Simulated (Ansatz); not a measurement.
**HfIn4SiO6 in Ansatz: the effect of Hubbard term**

Crystal: HfIn4SiO6.

```
CELL_PARAMETERS angstrom
2.71585 -4.70357 0.00833
2.71585 4.70357 0.00833
-1.87915 0.00000 7.40127
ATOMIC_POSITIONS crystal
Hf 0.78835 0.21165 0.00000
In 0.62175 0.37825 0.50000
In 0.45502 0.54498 0.00000
In 0.28407 0.71593 0.50000
In 0.95814 0.04186 0.50000
Si 0.12168 0.87832 0.00000
O 0.06219 0.11415 0.86666
O 0.88585 0.93781 0.13334
O 0.79490 0.53784 0.86663
O 0.46216 0.20510 0.13337
O 0.15352 0.62879 0.13333
O 0.37121 0.84648 0.86667
```

The cell was built by a generator and needn't be a form met in nature.

Alike in all runs:

| Item | Value |
| --- | --- |
| Program | Ansatz 0.2.0 |
| Task | single point |
| Functional | PBE |
| Potentials or basis | all-electron LAPW, scalar-relativistic |
| Cutoff | 375 eV (chosen from the basis error) |
| Basis error allowed | 0.002 eV/atom |
| k mesh | 4 × 4 × 3 |
| Occupations | fermi-dirac, width 0.05 eV |
| Spin | no spin polarisation |

| Hubbard term | pressure (GPa) | largest force (eV/Å) |
| --- | --- | --- |
| none | -0.3 | 0.08 |
| Hf d U = 3 eV | 0.4 | 0.14 |
| Hf d U = 6 eV | ? | ? |

Question: What does the run with Hubbard term Hf d U = 6 eV give?

Answer: Pressure 1.2 GPa; largest force 0.31 eV/Å.

Caveats: the k mesh is thin for a metal, which can move the energy by tens of meV per atom; U is the effective U less J, on atomic orbitals that reach past the spheres (some runs); U without spin polarisation on a metal has little footing (some runs).
